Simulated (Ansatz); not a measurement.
Task: a rigid torsion scan of CH6BPSi, SMILES PB1C[SiH2]1, with Ansatz's Python interface. Give the script and its output. Level of theory (for the species named): B3LYP, 6-31G* basis, multiplicity 1.

```yaml
atoms:
  - { symbol: P, position_ang: [-2.0128, 0.6148, -0.9356] }
  - { symbol: B, position_ang: [-0.4827, -0.0723, -0.1244] }
  - { symbol: C, position_ang: [0.4748, -1.2642, 0.1449] }
  - { symbol: Si, position_ang: [1.2631, 0.1345, 1.0337] }
  - { symbol: H, position_ang: [-1.4819, 0.6417, -2.2980] }
  - { symbol: H, position_ang: [-1.6891, 2.0499, -0.6614] }
  - { symbol: H, position_ang: [1.1066, -1.5789, -0.7337] }
  - { symbol: H, position_ang: [0.1033, -2.0384, 0.7931] }
  - { symbol: H, position_ang: [2.0888, 1.0592, 0.3611] }
  - { symbol: H, position_ang: [0.7131, 0.4026, 2.4232] }
```

`torsion.py`:
```python
"""Rigid torsion scan of CH6BPSi."""

import ansatz as az
from ase import Atoms

atoms = Atoms(["P", "B", "C", "Si", "H", "H", "H", "H", "H", "H"], positions=[
    [-2.0128, 0.6148, -0.9356],
    [-0.4827, -0.0723, -0.1244],
    [0.4748, -1.2642, 0.1449],
    [1.2631, 0.1345, 1.0337],
    [-1.4819, 0.6417, -2.298],
    [-1.6891, 2.0499, -0.6614],
    [1.1066, -1.5789, -0.7337],
    [0.1033, -2.0384, 0.7931],
    [2.0888, 1.0592, 0.3611],
    [0.7131, 0.4026, 2.4232],
])

# relax first, so that the scan starts from a minimum
first = (
    az.Crystal.molecule_from_ase(atoms).calculation()
    .basis(gaussian="6-31G*")
    .functional("b3lyp")
    .accuracy("medium")
    .relax(force_tolerance=0.02, max_steps=80)
)
atoms.positions = first.run().report["positions_ang"]

start = atoms.get_dihedral(2, 1, 0, 4)
energies = {}
for turn in range(0, 360, 40):
    turned = atoms.copy()
    turned.set_dihedral(2, 1, 0, 4, start + turn, indices=[0, 4, 5])
    calculation = az.Crystal.molecule_from_ase(turned).calculation()
    calculation = calculation.basis(gaussian="6-31G*")
    calculation = calculation.functional("b3lyp")
    calculation = calculation.accuracy("medium")
    energies[round((start + turn) % 360)] = calculation.run().report["free_energy_ev"]
floor = min(energies.values())
print("dihedral C2-B1-P0-H4 (deg)   E - E(min) (kJ/mol)")
for angle, e in sorted(energies.items()):
    print(f"{angle:8d} {96.485332 * (e - floor):14.3f}  " + "#" * int(30 * (e - floor) / max(max(energies.values()) - floor, 1e-9)))
```

Output of `python torsion.py`:
```text
dihedral C2-B1-P0-H4 (deg)   E - E(min) (kJ/mol)
      16         54.152  ##############################
      56         43.829  ########################
      96         13.532  #######
     136         13.915  #######
     176         41.866  #######################
     216         51.682  ############################
     256         19.640  ##########
     296          0.000
     336         20.070  ###########
```

What to keep in mind:
- The settings weren't tested for convergence.
- The scan is rigid and the energies are electronic, in a modest basis. With rigid groups the curve can differ much from the relaxed path, the start wasn't checked as a minimum of this torsion, and equivalent turns needn't return to the same energy.
- b3lyp holds the VWN-RPA fit, as in Gaussian; the form of ORCA and Turbomole is b3lyp5.
- The whole script took 90 s on 1 thread of Intel(R) Xeon(R) Processor @ 2.30GHz, on a shared host, peak memory 0.28 GiB.
